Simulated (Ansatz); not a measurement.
# C₂H₅F₃GeO: a ladder of functionals and wavefunction methods

An exercise on one series of results from a longer session: the logs are not shown, and one member is left open.

Computed with Ansatz 0.2.0, Gaussian basis. Level: functionals in def2-TZVPP, the program's frozen cores in correlated methods.

Plan: LDA (SPW92), PBE-D4, revPBE-D4, BLYP-D4, r2SCAN-D4, B97M-V, PBE0-D4, B3LYP-D4, r2SCANh-D4, r2SCAN0-D4, HSE06-D4, BHLYP-D4, CAM-B3LYP-D4, LC-ωPBE, ωB97X-V, ωB97M-V, B2PLYP, PBE-QIDH; CCSD(T)/def2-SVP; MP2/def2-TZVPP; MP2/def2-QZVPP; RPA on PBE.

## The geometry

An earlier PBE0-D4 in a triple-zeta def2 set relaxation fixed the geometry.

SMILES `CC[O][Ge]([F])([F])[F]`, 12 atoms, charge 0, spin multiplicity 1.

Atoms are counted from 1 here; the program's logs count them from 0.

Bond lengths: C1–C2 1.505 Å, C1–H8 1.092 Å, C1–H9 1.091 Å, C1–H10 1.091 Å, C2–O3 1.436 Å, C2–H11 1.095 Å, C2–H12 1.095 Å, O3–Ge4 1.723 Å, Ge4–F5 1.706 Å, Ge4–F6 1.706 Å, Ge4–F7 1.697 Å. Angles: C2–C1–H8 109.9°, C2–C1–H9 110.6°, C2–C1–H10 110.6°, H8–C1–H9 108.5°, H8–C1–H10 108.5°, H9–C1–H10 108.6°, C1–C2–O3 107.9°, C1–C2–H11 110.7°, C1–C2–H12 110.7°, O3–C2–H11 109.6°, O3–C2–H12 109.7°, H11–C2–H12 108.2°, C2–O3–Ge4 120.4°, O3–Ge4–F5 112.7°, O3–Ge4–F6 112.7°, O3–Ge4–F7 108.8°, F5–Ge4–F6 106.0°, F5–Ge4–F7 108.2° and more.

Coordinates:

```xyz
12
C2H5F3GeO
C     1.1240    0.2446    1.6136
C    -0.0264    0.3516    0.6493
O     0.3019   -0.4183   -0.5170
Ge   -0.8086   -0.5285   -1.8299
F    -1.1625    0.9894   -2.5232
F    -2.3090   -1.1959   -1.3677
F    -0.1366   -1.5166   -3.0342
H     0.9077    0.8205    2.5164
H     1.2918   -0.7956    1.8978
H     2.0393    0.6340    1.1649
H    -0.1979    1.3953    0.3647
H    -0.9468   -0.0357    1.0994
```

Set-up of the first run:

in.yaml

```yaml
crystal:
  periodic: [false, false, false]
  atoms:
    - {symbol: C, position_ang: [1.124018, 0.244559, 1.613636]}
    - {symbol: C, position_ang: [-0.026372, 0.351556, 0.649324]}
    - {symbol: O, position_ang: [0.301888, -0.418277, -0.517014]}
    - {symbol: Ge, position_ang: [-0.808588, -0.528493, -1.829886]}
    - {symbol: F, position_ang: [-1.162495, 0.989426, -2.523215]}
    - {symbol: F, position_ang: [-2.309002, -1.195924, -1.367661]}
    - {symbol: F, position_ang: [-0.136574, -1.516558, -3.034244]}
    - {symbol: H, position_ang: [0.907668, 0.820471, 2.516359]}
    - {symbol: H, position_ang: [1.291828, -0.795588, 1.897774]}
    - {symbol: H, position_ang: [2.039305, 0.634023, 1.164893]}
    - {symbol: H, position_ang: [-0.197905, 1.395251, 0.364736]}
    - {symbol: H, position_ang: [-0.946771, -0.035748, 1.099396]}
basis:
  gaussian: {orbitals: def2-TZVPP}
hamiltonian: {xc: lda}
output: {orbitals: {seedname: orbitals}}
```

The run is started by

```
$ ansatz run in.yaml --threads 4 --pin off --events-out ev --progress --plain --max-ram 11315MiB
```

Steps of the session up to this table: LDA; PBE-D4 (GGA); revPBE-D4 (GGA); BLYP-D4 (GGA); r2SCAN-D4 (meta-GGA); B97M-V (meta-GGA); PBE0-D4 (hybrid); B3LYP-D4 (hybrid); r2SCANh-D4 (hybrid); r2SCAN0-D4 (hybrid); HSE06-D4 (hybrid); BHLYP-D4 (hybrid); CAM-B3LYP-D4 (range-separated); LC-ωPBE (range-separated); ωB97X-V (range-separated); ωB97M-V (range-separated); B2PLYP (double hybrid); PBE-QIDH (double hybrid).

One of the session's tables, all rows but one given; the rest of the session is left out.

It belongs to the step «Frontier levels by functional». 

```
  functional  HOMO (eV)  gap (eV)
 LDA (SPW92)      -7.67      5.19
      PBE-D4          ?         ?
   revPBE-D4      -7.45      5.56
     BLYP-D4      -7.46      5.40
   r2SCAN-D4      -7.89      6.20
      B97M-V      -8.01      6.25
     PBE0-D4      -9.17      8.24
    B3LYP-D4      -8.95      7.61
  r2SCANh-D4      -8.50      7.21
  r2SCAN0-D4      -9.42      8.73
    HSE06-D4      -8.76      7.45
    BHLYP-D4     -10.77     10.91
CAM-B3LYP-D4     -10.68     10.75
     LC-ωPBE     -12.01     13.54
     ωB97X-V     -11.68     13.04
     ωB97M-V     -11.59     12.74
```

**Question.** Estimate the row for PBE-D4.

As computed: HOMO (eV): -7.52; gap (eV): 5.45. In the column «HOMO (eV)» it lies between LDA (SPW92) (-7.67) and BLYP-D4 (-7.46).
